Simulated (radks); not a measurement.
**Taking charge from the 5d level of Hf in fractions**

The task here is to estimate one member of a computed series from the others.

The numbers are computed with radks (a radial shooting solver on a logarithmic mesh, Libxc functionals) version 1 (scalar-relativistic Kohn-Sham, BLYP, spin-unpolarised, spherical densities, finite nucleus), except any that are marked as measured or tabulated.

### Starting point

| Quantity | Value |
| --- | --- |
| element | hafnium (Z = 72) |
| charge | 0 |
| electrons | 72 |
| configuration | [Xe] 4f14 5d2 6s2 |
| nuclear rms radius | 5.347 fm |

Outer shells as boxes (Hund's rule):

Hf
```
[Xe] core
4f [↑↓][↑↓][↑↓][↑↓][↑↓][↑↓][↑↓]
5d [↑ ][↑ ][  ][  ][  ]
6s [↑↓]
```

The first run:

Input:

```text
Z 72
configuration [Xe] 4f14 5d2 6s2
relativity scalar-relativistic
functional b88,lyp
spin unpolarised
nucleus finite rms 5.347 fm
c 137.035999084
```

Among the steps run: Start: [Xe] 4f14 5d2 6s2.

One table of the session follows, with a row left open; its other results are not shown here.

From the orbitals of this run (lengths in bohr):

```
level     <r>  outermost maximum (interpolated)  90 % within  nodes
   4s  0.4683                             0.437        0.673      3
   4p  0.4976                             0.458        0.724      2
   4d  0.5352                             0.471        0.804      1
   5s   1.135                              1.01         1.64      4
   5p   1.344                              1.16         1.98      3
   4f  0.6776                             0.454         1.15      0
   6s   3.451                              2.88         5.15      5
   5d       ?                                 ?            ?      ?
```

Estimate the missing values for 5d.

**Answer.** <r>: 2.519; outermost maximum (interpolated): 1.70; 90 % within: 4.20; nodes: 2. In the column «<r>» it lies between 5p (1.344) and 6s (3.451).
